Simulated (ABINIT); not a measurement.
# CdHgS2 (P-6m2) in ABINIT: single point with LDA-PZ

Aim: the single point of CdHgS2 with LDA-PZ.

Everything below comes from runs of ABINIT 10.8.3 (patched build). Logs are shortened: lines on timing, memory, paths and dates and some standing lists are left out, and cuts for length are marked. The log counts tension as positive stress, the text compression.

**1. Starting point**

Symmetry: P-6m2, No. 187, hexagonal system. Conventional cell: a = 4.052 Å, b = 4.052 Å, c = 7.630 Å, α = 90.00°, β = 90.00°, γ = 120.00°. Around Cd (site symmetry -6m2) lie 6 S at 2.76 Å. Hg (site symmetry -6m2) is surrounded by 2 S at 2.34 Å. S (site symmetry 3m) is surrounded by 1 Hg at 2.34 Å.

The cell was built by a generator and needn't be a form met in nature.

**2. Single point, LDA-PZ**

run.abi reads:

```
# Pseudopotentials
pp_dirpath "./"
pseudos "Cd.upf, Hg.upf, S.upf"

# Structure
acell 7.6568490035 7.6568574726 14.4187048172
rprim
     1.0000000000     0.0000000000     0.0000000000
    -0.5000006810     0.8660250106     0.0000000000
     0.0000000000     0.0000000000     1.0000000000
ntypat 3
znucl 48 80 16
natom 4
typat 1 2 3 3
xred
     0.0000000000     0.0000000000     0.0000000000
     0.6666700000     0.3333300000     0.5000000000
     0.6666700000     0.3333300000     0.8068800000
     0.6666700000     0.3333300000     0.1931200000

# Plane-wave basis
ecut 1442.203471 eV

# k points
kptopt 1
ngkpt 6 6 3
nshiftk 1
shiftk 0.0 0.0 0.0

# Exchange and correlation
ixc 2

# Bands and occupations
nband 32
occopt 3
tsmear 0.05 eV

# SCF cycle
nstep 100
tolvrs 1.0e-10

# Output
iomode 3
prtwf 0
prteig 0
prtebands 0
enunit 2
prtden 1
prtvha 1
prtvclmb 1
prtpot 1
prtelf 1
```

Potentials or basis: PseudoDojo NC SR LDA v0.4.1 standard.

The run is started by

```sh
$ abinit run.abi > log 2>&1
```

run.abo:

```text
.Version 10.8.3 of ABINIT
 Symmetries : space group P-6 m 2 (#187); Bravais hP (primitive hexag.)
================================================================================
 Values of the parameters that define the memory need of the present run
     intxc =       0    ionmov =       0      iscf =       7    lmnmax =       7
     lnmax =       7     mgfft =      96  mpssoang =       4    mqgrid =    4726
     natom =       4  nloc_mem =       1    nspden =       1   nspinor =       1
    nsppol =       1      nsym =      12    n1xccc =    2501    ntypat =       3
    occopt =       3   xclevel =       1
       mpw =       13522          nfft =      279936          nkpt =          14
================================================================================
================================================================================

--------------------------------------------------------------------------------
------------- Echo of variables that govern the present computation ------------
--------------------------------------------------------------------------------
 -outvars: echo values of preprocessed input variables --------
            acell      7.6568532380E+00  7.6568532380E+00  1.4418704817E+01 Bohr
              amu      1.12411000E+02  2.00590000E+02  3.20660000E+01
             ecut      5.30000000E+01 Hartree
           enunit           2
              ixc           2
         kptrlatt        6    0    0      0    6    0      0    0    3
          kptrlen      4.32561145E+01
            natom           4
            nband          32
            ngfft          54      54      96
             nkpt          14
            nstep         100
             nsym          12
           ntypat           3
           occopt           3
        prtebands           0
           prteig           0
           prtelf           1
           prtpot           1
         prtvclmb           1
           prtvha           1
            prtwf           0
            rprim      1.0000000000E+00  0.0000000000E+00  0.0000000000E+00
                      -5.0000000000E-01  8.6602540378E-01  0.0000000000E+00
                       0.0000000000E+00  0.0000000000E+00  1.0000000000E+00
          spgroup         187
           tolvrs      1.00000000E-10
           tsmear      1.83746611E-03 Hartree
            typat      1  2  3  3
           xangst      0.0000000000E+00  0.0000000000E+00  0.0000000000E+00
                       2.0259161190E+00  1.1696632167E+00  3.8150249974E+00
                       2.0259161190E+00  1.1696632167E+00  6.1565347398E+00
                       2.0259161190E+00  1.1696632167E+00  1.4735152550E+00
            xcart      0.0000000000E+00  0.0000000000E+00  0.0000000000E+00
[... 168 lines left out ...]
 frms,max,avg= 1.1321716E-03 2.7732427E-03   0.000E+00  0.000E+00  0.000E+00 h/b

 cartesian forces (eV/Angstrom) at end:
    1     -0.00000000000000    -0.00000000000000    -0.00000000000000
    2      0.00000000000000     0.00000000000000    -0.00000000000000
    3     -0.00000000000000    -0.00000000000000    -0.14260587576367
    4     -0.00000000000000    -0.00000000000000     0.14260587576367
 frms,max,avg= 5.8218605E-02 1.4260588E-01   0.000E+00  0.000E+00  0.000E+00 e/A
 length scales=  7.656853238022  7.656853238022 14.418704817200 bohr
              =  4.051832238041  4.051832238041  7.630049994823 angstroms
 Fermi (or HOMO) energy (hartree) =   0.14656   Average Vxc (hartree)=  -0.35285
 Eigenvalues (hartree) for nkpt=  14  k points:
 kpt#   1, nband= 32, wtk=  0.00926, kpt=  0.0000  0.0000  0.0000 (reduced coord)
  -4.09468   -3.58599   -2.19496   -2.18825   -2.18825   -2.15899   -2.15899   -2.15732
  -0.33620   -0.28418   -0.15990   -0.14359   -0.14359   -0.13740   -0.13740   -0.12942
  -0.10971   -0.10971   -0.10018   -0.10018   -0.06265    0.08296    0.10685    0.10685
   0.13947    0.14357    0.14357    0.23835    0.30449    0.37402    0.37402    0.42020
      occupation numbers for kpt#   1
   2.00000    2.00000    2.00000    2.00000    2.00000    2.00000    2.00000    2.00000
   2.00000    2.00000    2.00000    2.00000    2.00000    2.00000    2.00000    2.00000
   2.00000    2.00000    2.00000    2.00000    2.00000    2.00000    2.00000    2.00000
   1.95876    1.67204    1.67204    0.00000    0.00000    0.00000    0.00000    0.00000
 prteigrs : prtvol=0 or 1, do not print more k-points.

 Fermi (or HOMO) energy (eV) =   3.98819   Average Vxc (eV)=  -9.60143
 Eigenvalues (   eV  ) for nkpt=  14  k points:
 kpt#   1, nband= 32, wtk=  0.00926, kpt=  0.0000  0.0000  0.0000 (reduced coord)
-111.42197  -97.57971  -59.72780  -59.54533  -59.54533  -58.74923  -58.74923  -58.70354
  -9.14849   -7.73298   -4.35122   -3.90738   -3.90738   -3.73880   -3.73880   -3.52159
  -2.98544   -2.98544   -2.72616   -2.72616   -1.70488    2.25753    2.90754    2.90754
   3.79515    3.90674    3.90674    6.48581    8.28559   10.17756   10.17756   11.43414
 prteigrs : prtvol=0 or 1, do not print more k-points.

--- !EnergyTerms
iteration_state     : {dtset: 1, }
comment             : Components of total free energy in Hartree
kinetic             :  1.16551982143298E+02
hartree             :  1.21767627807917E+02
xc                  : -5.77270910120534E+01
Ewald energy        : -1.92439483375273E+02
psp_core            :  5.05977749818500E+00
local_psp           : -3.70012168387210E+02
non_local_psp       :  1.26765987750946E+01
internal            : -3.64122756550042E+02
'-kT*entropy'       : -1.21574258407481E-04
total_energy        : -3.64122878124301E+02
total_energy_eV     : -9.90828827763861E+03
band_energy         : -4.44797282304038E+01
...

 Cartesian components of stress tensor (hartree/bohr^3)
  sigma(1 1)=  1.22363114E-04  sigma(3 2)=  0.00000000E+00
  sigma(2 2)=  1.22363114E-04  sigma(3 1)=  0.00000000E+00
  sigma(3 3)=  2.08358341E-04  sigma(2 1)=  0.00000000E+00

-Cartesian components of stress tensor (GPa)         [Pressure= -4.4434E+00 GPa]
- sigma(1 1)=  3.60004712E+00  sigma(3 2)=  0.00000000E+00
- sigma(2 2)=  3.60004712E+00  sigma(3 1)=  0.00000000E+00
- sigma(3 3)=  6.13011404E+00  sigma(2 1)=  0.00000000E+00

== END DATASET(S) ==============================================================
================================================================================

 -outvars: echo values of variables after computation  --------
            acell      7.6568532380E+00  7.6568532380E+00  1.4418704817E+01 Bohr
           etotal     -3.6412287812E+02
            fcart     -3.4342258745E-32 -1.3879258632E-31 -0.0000000000E+00
                       1.0302677624E-31  4.1637775895E-31 -0.0000000000E+00
                      -3.4342258745E-32 -1.3879258632E-31 -2.7732427470E-03
                      -3.4342258745E-32 -1.3879258632E-31  2.7732427470E-03
            rprim      1.0000000000E+00  0.0000000000E+00  0.0000000000E+00
                      -5.0000000000E-01  8.6602540378E-01  0.0000000000E+00
                       0.0000000000E+00  0.0000000000E+00  1.0000000000E+00
           strten      1.2236311438E-04  1.2236311438E-04  2.0835834130E-04
                       0.0000000000E+00  0.0000000000E+00  0.0000000000E+00
           xangst      0.0000000000E+00  0.0000000000E+00  0.0000000000E+00
                       2.0259161190E+00  1.1696632167E+00  3.8150249974E+00
                       2.0259161190E+00  1.1696632167E+00  6.1565347398E+00
                       2.0259161190E+00  1.1696632167E+00  1.4735152550E+00
             xred      0.0000000000E+00  0.0000000000E+00  0.0000000000E+00
                       6.6666666667E-01  3.3333333333E-01  5.0000000000E-01
                       6.6666666667E-01  3.3333333333E-01  8.0688000000E-01
                       6.6666666667E-01  3.3333333333E-01  1.9312000000E-01
 Calculation completed.
```

Run time: 7.4 min. Hardware: 1 thread of Arm Neoverse V1, shared host; peak memory 0.21 GiB.

What came out:

```
Free energy                                           : -9908.2883 eV
Pressure                                              : -4.4 GPa
Largest force                                         : 0.143 eV/Å
Band gap on the k mesh                                : none (metal or under the smearing width)
Valence electrons inside the program's atomic spheres : Cd 17.11; Hg 16.49; S 3.85
```

Forces in eV/Å, atoms in the order of the input:
```
Cd   0.000  0.000  0.000
Hg   0.000  0.000  0.000
S    0.000  0.000 -0.143
S    0.000  0.000  0.143
```

Spin-orbit coupling is left out, which matters for the levels of Hg.
